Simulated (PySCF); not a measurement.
# CaF radical: EPR parameters at several levels of theory

The runs use PySCF 2.14.0, with density-fitted response routines of our own; the level of theory stands in each step. All values are computed, except where a source is named. Atoms count from 0, in the outputs and in this text.

### Step 1. The molecule as given

2 atoms, charge 0, multiplicity 2; geometry from: GFN2-xTB.

Bonds of the start (Å): F0–Ca1 1.85.

### Step 2. Geometry optimisation at PBE0-D3(BJ)/def2-TZVP

Job settings and geometry (Å):

```
{"job": {"xc": "PBE0", "basis": "def2-TZVP", "d3": "d3bj", "grid": 2, "kind": "geom"}, "charge": 0, "multiplicity": 2}
F      0.000000     0.000000     0.000000
Ca     0.000000     0.000000     1.854330
```

**Question.** How long does this first job take on 2 threads of Intel Xeon Platinum 8259CL at 2.50GHz (Skylake/Cascade Lake), shared host?

About 7.1 s.
